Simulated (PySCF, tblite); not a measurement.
# C₃H₁₃B₃N₂: geometry, infrared bands and NMR shifts

Wanted: the infrared bands and NMR shifts of C₃H₁₃B₃N₂ (`B[N@@H+]1[BH2-][NH2+][B@@H-]1C1CC1`), by calculation.

Programs: tblite 0.8.0 and PySCF 2.14.0, with density-fitted response routines of our own. Each step states its level of theory. These are calculated values for one molecule in the gas phase, unless marked as measured. Atoms count from 0, in the outputs and in this text.

### Step 1. The starting structure

21 atoms, charge 0, multiplicity 1; geometry from: force field or distance geometry start.

Bonds of the start (Å): B0–N1 1.51, N1–B2 1.52, B2–N3 1.54, N3–B4 1.56, B4–C5 1.59, C5–C6 1.50, C6–C7 1.50, B4–N1 1.50, C7–C5 1.54, B0–H8 1.19, B0–H9 1.20, N1–H10 1.05, B2–H11 1.18, B2–H12 1.21, N3–H13 1.03, N3–H14 1.04, B4–H15 1.20, C5–H16 1.10, C6–H17 1.11, C6–H18 1.12, C7–H19 1.11, C7–H20 1.12.

### Step 2. Relaxing the molecule with GFN2-xTB

The job: settings as JSON, then the geometry in Å.

```
{"job": {"kind": "relax", "xc": "GFN2-xTB", "basis": "xTB"}, "charge": 0, "multiplicity": 1}
B     -1.800200    -1.244900     0.958300
N     -1.456900     0.186600     0.633500
B     -1.655700     0.604100    -0.818200
N     -0.454700     1.543200    -0.621600
B     -0.000300     0.520500     0.462700
C      0.920700    -0.541800    -0.270600
C      2.056600    -1.216200     0.434000
C      2.354900     0.003600    -0.391500
H     -2.055000    -1.968900     0.047700
H     -2.483000    -1.424900     1.932100
H     -1.914900     0.905700     1.250900
H     -1.518000    -0.255100    -1.613400
H     -2.657100     1.265800    -0.938700
H      0.210500     1.578100    -1.413500
H     -0.678500     2.473800    -0.209600
H      0.514600     1.051900     1.410900
H      0.528900    -1.058800    -1.153300
H      2.183200    -1.102100     1.529600
H      2.511200    -2.141500     0.008000
H      2.801800    -0.112500    -1.399300
H      2.583200     0.950300     0.161700
```

On the command line:

```
> OMP_NUM_THREADS=1 python probes_run.py task.json out
```

The driver reads the jobs from task.json and runs them one after another.

**Question.** This job is followed by: GFN2-xTB harmonic vibrations, gas phase; GIAO PBE0/pcSseg-1 NMR shielding, non-relativistic, gas phase. What will the session give for the following? strongest single infrared mode (GFN2-xTB); zero-point energy (GFN2-xTB); ¹³C shifts against TMS (PBE0/pcSseg-1); ¹H shifts against TMS (PBE0/pcSseg-1, means over atoms taken as alike); ¹¹B shifts against BF3·OEt2 (PBE0/pcSseg-1); ¹⁵N shifts against NH3 (PBE0/pcSseg-1).

As calculated:

```
                                                              quantity                                                                         value
                             strongest single infrared mode (GFN2-xTB)                                                         1037 cm⁻¹, 270 km/mol
                                          zero-point energy (GFN2-xTB)                                                                109.2 kcal/mol
                                ¹³C shifts against TMS (PBE0/pcSseg-1)                                                             8.7, 7.2, 2.9 ppm
¹H shifts against TMS (PBE0/pcSseg-1, means over atoms taken as alike)  6.26, 4.78, 3.39, 3.30, 2.69, 2.18, 1.85, 0.57, 0.31, 0.10, -0.04, -0.06 ppm
                           ¹¹B shifts against BF3·OEt2 (PBE0/pcSseg-1)                                                         64.0, -4.7, -16.9 ppm
                                ¹⁵N shifts against NH3 (PBE0/pcSseg-1)                                                                83.2, 29.1 ppm
```

What this shows: Over 112 steps the energy fell by 1.301 eV; of the close pairs, N1–B4 changed most, 1.504 to 1.629 Å. All 57 modes are real, so the xTB geometry is a minimum. The strongest single mode, at 1037 cm⁻¹, is spread over many atoms; the largest shares are those of H15, H14. GFN2-xTB is a fitted tight-binding method: band positions and strengths are rough. Its intensities can rank the bands wrongly. At PBE0/pcSseg-1: Shielding is most anisotropic at N1 (span 154 ppm, paramagnetic term -140 ppm).
